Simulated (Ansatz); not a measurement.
Geometry optimisation, DFT PBE-D3(BJ), scalar-relativistic, plane waves, PAW (Ansatz 0.2.0).

The input (input.yaml):

```yaml
crystal:
  lattice:
    - [7.67918, 0.0, 0.0]
    - [3.83959, 6.650365, 0.0]
    - [0.0, 0.0, 17.868765]
  atoms:
    - { symbol: H, position: [0.16666666, 0.16666666, 0.05596358] }
    - { symbol: H, position: [0.66666664, 0.16666666, 0.05596358] }
    - { symbol: H, position: [0.16666666, 0.66666663, 0.05596358] }
    - { symbol: H, position: [0.66666664, 0.66666663, 0.05596358] }
    - { symbol: Si, position: [0.16666666, 0.16666666, 0.13990894] }
    - { symbol: Si, position: [0.66666664, 0.16666666, 0.13990894] }
    - { symbol: Si, position: [0.16666666, 0.66666663, 0.13990894] }
    - { symbol: Si, position: [0.66666664, 0.66666663, 0.13990894] }
    - { symbol: Si, position: [-0.16666666, 0.33333332, 0.18377056] }
    - { symbol: Si, position: [0.33333332, 0.33333332, 0.18377056] }
    - { symbol: Si, position: [-0.16666666, 0.83333329, 0.18377056] }
    - { symbol: Si, position: [0.33333332, 0.83333329, 0.18377056] }
    - { symbol: Si, position: [-0.16666666, 0.33333332, 0.31535542] }
    - { symbol: Si, position: [0.33333332, 0.33333332, 0.31535542] }
    - { symbol: Si, position: [-0.16666666, 0.83333329, 0.31535542] }
    - { symbol: Si, position: [0.33333332, 0.83333329, 0.31535542] }
    - { symbol: Si, position: [0.0, 0.0, 0.35921704] }
    - { symbol: Si, position: [0.49999998, 0.0, 0.35921704] }
    - { symbol: Si, position: [0.0, 0.49999997, 0.35921704] }
    - { symbol: Si, position: [0.49999998, 0.49999997, 0.35921704] }
    - { symbol: H, position: [0.49999998, 0.0, 0.44036423] }
    - { symbol: H, position: [0.0, 0.49999997, 0.44036423] }
    - { symbol: H, position: [0.49999998, 0.49999997, 0.44036423] }
    - { symbol: F, position: [0.9977279, 0.00989071, 0.49017181] }
basis:
  ecutwfc: 420.0
kpoints:
  mp_grid: { grid: [2, 2, 1] }
hamiltonian:
  xc: pbe
  dispersion: d3bj
  pseudopotentials: { kind: paw, azcp: { folder: soft_1 } }
scf:
  occupations: { method: gaussian, width: 0.02 }
  lower_state_search: "off"
relax:
  f_tol: 0.03
  max_steps: 60
  adjacent_minimum: "off"
  constraints: [{ sites: [0, 1, 2, 3, 4, 5, 6, 7] }]
```

Launched with:

```bash
$ ansatz run input.yaml --threads 1 --pin off --max-ram 3072MiB --backend cpu --events-out ev --progress --plain --runs-dir out
```

Task: Where does it end, and by what steps?

Result: The forces met the threshold. Limits of this set-up: thin slab, slab without dipole correction, open-shell adsorbate without spin. After 6 steps the energy has fallen by 2.234 eV; F24 moved furthest, 0.79 Å. Joined: Si17–F24 (2.34 → 1.64 Å).

| step | energy less start (eV) | largest force component (eV/Å) | accepted |
| --- | --- | --- | --- |
| 0 | 0.0000 | 3.214 | yes |
| 1 | -0.8542 | 3.732 | yes |
| 2 | -1.5636 | 3.520 | yes |
| 3 | -2.0899 | 1.925 | yes |
| 4 | -2.2230 | 0.366 | yes |
| 5 | -2.2340 | 0.059 | yes |
| 6 | -2.2344 | 0.008 | yes |

```xyz
24
Lattice="7.6792 0.0000 0.0000 3.8396 6.6504 0.0000 0.0000 0.0000 17.8688" Properties=species:S:1:pos:R:3
H 1.920 1.108 1.000
H 5.759 1.108 1.000
H 3.840 4.434 1.000
H 7.679 4.434 1.000
Si 1.920 1.108 2.500
Si 5.759 1.108 2.500
Si 3.840 4.434 2.500
Si 7.679 4.434 2.500
Si 0.000 2.215 3.255
Si 3.840 2.217 3.263
Si 1.921 5.543 3.256
Si 5.758 5.543 3.256
Si 0.000 2.226 5.599
Si 3.840 2.217 5.608
Si 1.912 5.538 5.600
Si 5.767 5.538 5.599
Si 0.000 0.001 6.333
Si 3.840 0.001 6.367
Si 1.921 3.325 6.367
Si 5.758 3.325 6.367
H 3.840 -0.015 7.868
H 1.907 3.332 7.868
H 5.772 3.332 7.868
F 7.679 0.001 7.971
```

Whether the end is a true minimum wasn't checked by a vibrational analysis.

The run took 60 s on 1 thread of Arm Neoverse V2 (shared host), peak memory 0.89 GiB.
